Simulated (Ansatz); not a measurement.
Nudged elastic band run: Mg6HO6

The input (input.yaml):

```yaml
crystal:
  lattice:
    - [5.324514, 0.0, 0.0]
    - [2.662257, 4.611164, 0.0]
    - [0.0, 0.0, 17.434309]
  atoms:
    - { symbol: Mg, position: [0.0, 0.0, 0.0573582] }
    - { symbol: O, position: [0.3333333, 0.8333333, 0.1196986] }
    - { symbol: Mg, position: [0.0, 0.5, 0.0573582] }
    - { symbol: O, position: [0.3333333, 0.3333333, 0.1196986] }
    - { symbol: Mg, position: [0.5, 0.0, 0.0573582] }
    - { symbol: O, position: [0.8333333, 0.8333333, 0.1196986] }
    - { symbol: Mg, position: [0.5, 0.5, 0.0573582] }
    - { symbol: O, position: [0.8333333, 0.3333333, 0.1196986] }
    - { symbol: Mg, position: [0.66675174, 0.66730696, 0.20012843] }
    - { symbol: O, position: [0.00010086, 0.49971243, 0.26812973] }
    - { symbol: Mg, position: [0.66709905, 0.16573883, 0.20016001] }
    - { symbol: O, position: [-0.00070287, 0.00012627, 0.26914707] }
    - { symbol: Mg, position: [0.16587977, 0.66732102, 0.20012781] }
    - { symbol: O, position: [0.50021817, 0.49941611, 0.26734091] }
    - { symbol: Mg, position: [0.16699844, 0.16595648, 0.20032638] }
    - { symbol: O, position: [0.50054722, 1.00009114, 0.26914322] }
    - { symbol: Mg, position: [0.33141744, 0.33713897, 0.34598152] }
    - { symbol: O, position: [0.66578798, 0.16824944, 0.41118609] }
    - { symbol: Mg, position: [0.33622023, 0.82778836, 0.34704285] }
    - { symbol: O, position: [0.66699493, 0.6595639, 0.4166975] }
    - { symbol: Mg, position: [0.83116427, 0.33715766, 0.34595312] }
    - { symbol: O, position: [0.16702937, 0.16554539, 0.40969661] }
    - { symbol: Mg, position: [0.83547858, 0.8293018, 0.35043319] }
    - { symbol: O, position: [0.17360943, 0.65955032, 0.41671791] }
    - { symbol: H, position: [0.1715309, 0.15455051, 0.46469323] }
    - { symbol: H, position: [0.6333652, 0.23095291, 0.46377766] }
basis:
  ecutwfc: 420.0
kpoints:
  mp_grid: { grid: [2, 2, 1] }
hamiltonian:
  xc: pbe
  pseudopotentials: { kind: paw, azcp: { folder: soft_1 } }
scf:
  occupations: { method: gaussian, width: 0.05 }
  lower_state_search: "off"
  max_iter: 54
neb:
  images: 3
  f_tol: 0.05
  max_iterations: 50
  order_check: false
  max_displacement: 1.0
  optimiser: fire
  constraints: [{ sites: [0, 1, 2, 3, 4, 5, 6, 7] }]
  final_atoms:
    - { symbol: Mg, position: [0.0, 0.0, 0.05735817] }
    - { symbol: O, position: [0.3333333, 0.83333341, 0.11969857] }
    - { symbol: Mg, position: [-2.0e-08, 0.50000005, 0.05735817] }
    - { symbol: O, position: [0.33333332, 0.33333337, 0.11969857] }
    - { symbol: Mg, position: [0.50000001, 0.0, 0.05735817] }
    - { symbol: O, position: [0.83333331, 0.83333341, 0.11969857] }
    - { symbol: Mg, position: [0.49999998, 0.50000005, 0.05735817] }
    - { symbol: O, position: [0.83333333, 0.33333337, 0.11969857] }
    - { symbol: Mg, position: [0.66711291, 0.667113, 0.20016853] }
    - { symbol: O, position: [-0.00063525, 0.50039241, 0.26916864] }
    - { symbol: Mg, position: [0.66663363, 0.16589665, 0.20010671] }
    - { symbol: O, position: [6.491e-05, 6.491e-05, 0.2679991] }
    - { symbol: Mg, position: [0.1658966, 0.66663369, 0.20010671] }
    - { symbol: O, position: [0.50014816, 0.50014823, 0.26732537] }
    - { symbol: Mg, position: [0.16701154, 0.16701157, 0.2003125] }
    - { symbol: O, position: [0.50039234, 0.99936481, 0.26916864] }
    - { symbol: Mg, position: [0.3359857, 0.33598574, 0.34743808] }
    - { symbol: O, position: [0.66717232, 0.17333294, 0.41670012] }
    - { symbol: Mg, position: [0.33147537, 0.83119396, 0.34583117] }
    - { symbol: O, position: [0.66589304, 0.66589312, 0.41097619] }
    - { symbol: Mg, position: [0.83119388, 0.33147543, 0.34583117] }
    - { symbol: O, position: [0.1668025, 0.16680252, 0.4097108] }
    - { symbol: Mg, position: [0.83544827, 0.83544837, 0.35028588] }
    - { symbol: O, position: [0.1733329, 0.66717238, 0.41670012] }
    - { symbol: H, position: [0.16779318, 0.1677932, 0.46478646] }
    - { symbol: H, position: [0.63543654, 0.63543662, 0.46374108] }
```

Launched with:

```bash
$ ansatz run input.yaml --threads 2 --pin off --max-ram 5120MiB --backend cpu --events-out ev --progress --plain --runs-dir out
```

Output, in part (warnings, iteration lines):

```
NEB end point (image 0): max|allowed force component| = 2.426e-2 eV/Å (the criterion of neb.relax_end_points is 1.000e-2)
NEB end point (image 4): max|allowed force component| = 1.256e-2 eV/Å (the criterion of neb.relax_end_points is 1.000e-2)
NEB iter   1: max|band force component| = 4.058e0 eV/Å  barrier→ = 1.8485 eV  barrier← = 1.8488 eV  Δτ_max = 0.0736 Å  (96 SCF iters)
NEB iter   2: max|band force component| = 3.053e0 eV/Å  barrier→ = 1.5144 eV  barrier← = 1.5147 eV  Δτ_max = 0.1087 Å  (31 SCF iters)
NEB iter   3: max|band force component| = 3.827e0 eV/Å  barrier→ = 1.0159 eV  barrier← = 1.0161 eV  Δτ_max = 0.0204 Å  (33 SCF iters)
NEB iter   4: max|band force component| = 2.650e0 eV/Å  barrier→ = 0.9810 eV  barrier← = 0.9812 eV  Δτ_max = 0.0343 Å  (26 SCF iters)
NEB iter   5: max|band force component| = 2.216e0 eV/Å  barrier→ = 0.9146 eV  barrier← = 0.9148 eV  Δτ_max = 0.0371 Å  (27 SCF iters)
NEB iter   6: max|band force component| = 1.970e0 eV/Å  barrier→ = 0.8205 eV  barrier← = 0.8207 eV  Δτ_max = 0.0018 Å  (29 SCF iters)
NEB iter   7: max|band force component| = 1.955e0 eV/Å  barrier→ = 0.8149 eV  barrier← = 0.8152 eV  Δτ_max = 0.0036 Å  (16 SCF iters)
NEB iter   8: max|band force component| = 1.923e0 eV/Å  barrier→ = 0.8040 eV  barrier← = 0.8043 eV  Δτ_max = 0.0054 Å  (18 SCF iters)
NEB iter   9: max|band force component| = 1.875e0 eV/Å  barrier→ = 0.7880 eV  barrier← = 0.7883 eV  Δτ_max = 0.0072 Å  (22 SCF iters)
NEB iter  10: max|band force component| = 1.811e0 eV/Å  barrier→ = 0.7674 eV  barrier← = 0.7677 eV  Δτ_max = 0.0089 Å  (23 SCF iters)
NEB iter  11: max|band force component| = 1.730e0 eV/Å  barrier→ = 0.7428 eV  barrier← = 0.7430 eV  Δτ_max = 0.0107 Å  (23 SCF iters)
NEB iter  12: max|band force component| = 1.631e0 eV/Å  barrier→ = 0.7149 eV  barrier← = 0.7151 eV  Δτ_max = 0.0138 Å  (24 SCF iters)
NEB iter  13: max|band force component| = 1.502e0 eV/Å  barrier→ = 0.6815 eV  barrier← = 0.6817 eV  Δτ_max = 0.0017 Å  (25 SCF iters)
NEB iter  14: max|band force component| = 1.487e0 eV/Å  barrier→ = 0.6776 eV  barrier← = 0.6779 eV  Δτ_max = 0.0033 Å  (15 SCF iters)
NEB iter  15: max|band force component| = 1.457e0 eV/Å  barrier→ = 0.6700 eV  barrier← = 0.6702 eV  Δτ_max = 0.0050 Å  (19 SCF iters)
NEB iter  16: max|band force component| = 1.412e0 eV/Å  barrier→ = 0.6589 eV  barrier← = 0.6592 eV  Δτ_max = 0.0065 Å  (21 SCF iters)
NEB iter  17: max|band force component| = 1.353e0 eV/Å  barrier→ = 0.6448 eV  barrier← = 0.6450 eV  Δτ_max = 0.0081 Å  (22 SCF iters)
NEB iter  18: max|band force component| = 1.279e0 eV/Å  barrier→ = 0.6281 eV  barrier← = 0.6284 eV  Δτ_max = 0.0095 Å  (22 SCF iters)
NEB iter  19: max|band force component| = 1.192e0 eV/Å  barrier→ = 0.6096 eV  barrier← = 0.6098 eV  Δτ_max = 0.0120 Å  (23 SCF iters)
NEB iter  20: max|band force component| = 1.082e0 eV/Å  barrier→ = 0.5877 eV  barrier← = 0.5880 eV  Δτ_max = 0.0149 Å  (23 SCF iters)
NEB iter  21: max|band force component| = 9.453e-1 eV/Å  barrier→ = 0.5631 eV  barrier← = 0.5634 eV  Δτ_max = 0.0180 Å  (23 SCF iters)
NEB iter  22: max|band force component| = 7.810e-1 eV/Å  barrier→ = 0.5369 eV  barrier← = 0.5371 eV  Δτ_max = 0.0214 Å  (25 SCF iters)
NEB iter  23: max|band force component| = 5.893e-1 eV/Å  barrier→ = 0.5104 eV  barrier← = 0.5107 eV  Δτ_max = 0.0247 Å  (26 SCF iters)
NEB iter  24: max|band force component| = 4.743e-1 eV/Å  barrier→ = 0.4856 eV  barrier← = 0.4859 eV  CI = image 2  Δτ_max = 0.0275 Å  (26 SCF iters)
NEB iter  25: max|band force component| = 3.845e-1 eV/Å  barrier→ = 0.4645 eV  barrier← = 0.4647 eV  CI = image 2  Δτ_max = 0.0288 Å  (26 SCF iters)
NEB iter  26: max|band force component| = 2.763e-1 eV/Å  barrier→ = 0.4492 eV  barrier← = 0.4494 eV  CI = image 2  Δτ_max = 0.0281 Å  (26 SCF iters)
NEB iter  27: max|band force component| = 2.492e-1 eV/Å  barrier→ = 0.4411 eV  barrier← = 0.4414 eV  CI = image 2  Δτ_max = 0.0297 Å  (26 SCF iters)
NEB iter  28: max|band force component| = 3.791e-1 eV/Å  barrier→ = 0.4412 eV  barrier← = 0.4415 eV  CI = image 2  Δτ_max = 0.0006 Å  (27 SCF iters)
NEB iter  29: max|band force component| = 3.731e-1 eV/Å  barrier→ = 0.4407 eV  barrier← = 0.4410 eV  CI = image 2  Δτ_max = 0.0012 Å  (13 SCF iters)
NEB iter  30: max|band force component| = 3.613e-1 eV/Å  barrier→ = 0.4397 eV  barrier← = 0.4400 eV  CI = image 2  Δτ_max = 0.0018 Å  (17 SCF iters)
NEB iter  31: max|band force component| = 3.437e-1 eV/Å  barrier→ = 0.4384 eV  barrier← = 0.4386 eV  CI = image 2  Δτ_max = 0.0023 Å  (18 SCF iters)
NEB iter  32: max|band force component| = 3.204e-1 eV/Å  barrier→ = 0.4367 eV  barrier← = 0.4370 eV  CI = image 2  Δτ_max = 0.0028 Å  (19 SCF iters)
NEB iter  33: max|band force component| = 2.916e-1 eV/Å  barrier→ = 0.4349 eV  barrier← = 0.4352 eV  CI = image 2  Δτ_max = 0.0033 Å  (19 SCF iters)
NEB iter  34: max|band force component| = 2.577e-1 eV/Å  barrier→ = 0.4330 eV  barrier← = 0.4333 eV  CI = image 2  Δτ_max = 0.0041 Å  (21 SCF iters)
NEB iter  35: max|band force component| = 2.153e-1 eV/Å  barrier→ = 0.4311 eV  barrier← = 0.4313 eV  CI = image 2  Δτ_max = 0.0049 Å  (22 SCF iters)
NEB iter  36: max|band force component| = 1.633e-1 eV/Å  barrier→ = 0.4292 eV  barrier← = 0.4294 eV  CI = image 2  Δτ_max = 0.0058 Å  (22 SCF iters)
NEB iter  37: max|band force component| = 1.009e-1 eV/Å  barrier→ = 0.4276 eV  barrier← = 0.4279 eV  CI = image 2  Δτ_max = 0.0066 Å  (22 SCF iters)
NEB iter  38: max|band force component| = 6.991e-2 eV/Å  barrier→ = 0.4266 eV  barrier← = 0.4268 eV  CI = image 2  Δτ_max = 0.0068 Å  (22 SCF iters)
NEB iter  39: max|band force component| = 9.197e-2 eV/Å  barrier→ = 0.4262 eV  barrier← = 0.4265 eV  CI = image 2  Δτ_max = 0.0005 Å  (22 SCF iters)
NEB iter  40: max|band force component| = 7.669e-2 eV/Å  barrier→ = 0.4261 eV  barrier← = 0.4264 eV  CI = image 2  Δτ_max = 0.0008 Å  (11 SCF iters)
NEB iter  41: max|band force component| = 5.102e-2 eV/Å  barrier→ = 0.4260 eV  barrier← = 0.4262 eV  CI = image 2  Δτ_max = 0.0010 Å  (17 SCF iters)
NEB iter  42: max|band force component| = 5.290e-2 eV/Å  barrier→ = 0.4258 eV  barrier← = 0.4260 eV  CI = image 2  Δτ_max = 0.0010 Å  (17 SCF iters)
NEB iter  43: max|band force component| = 6.309e-2 eV/Å  barrier→ = 0.4255 eV  barrier← = 0.4258 eV  CI = image 2  Δτ_max = 0.0010 Å  (15 SCF iters)
NEB iter  44: max|band force component| = 5.071e-2 eV/Å  barrier→ = 0.4253 eV  barrier← = 0.4256 eV  CI = image 2  Δτ_max = 0.0012 Å  (16 SCF iters)
NEB iter  45: max|band force component| = 4.290e-2 eV/Å  barrier→ = 0.4251 eV  barrier← = 0.4254 eV  CI = image 2  Δτ_max = 0.0000 Å  (18 SCF iters)
```

It converged. The order of the stationary point at the top wasn't checked. Limits of this set-up: coarse k mesh, thin slab, slab without dipole correction, no dispersion correction for a molecule that may bind weakly.

Final band (atoms are numbered from 1 in the order of the input):

```csv
image,path coordinate (Å),energy (eV),O18–H26 (Å),O20–H26 (Å)
0,0.00,0.00,0.96,2.51
1,0.62,0.06,0.98,1.90
2,1.23,0.43,1.23,1.23
3,1.85,0.06,1.90,0.98
4,2.47,0.00,2.52,0.96
```

Time of the run: 18 min on 2 threads of Arm Neoverse V1, on a shared host, peak memory 1.2 GiB.
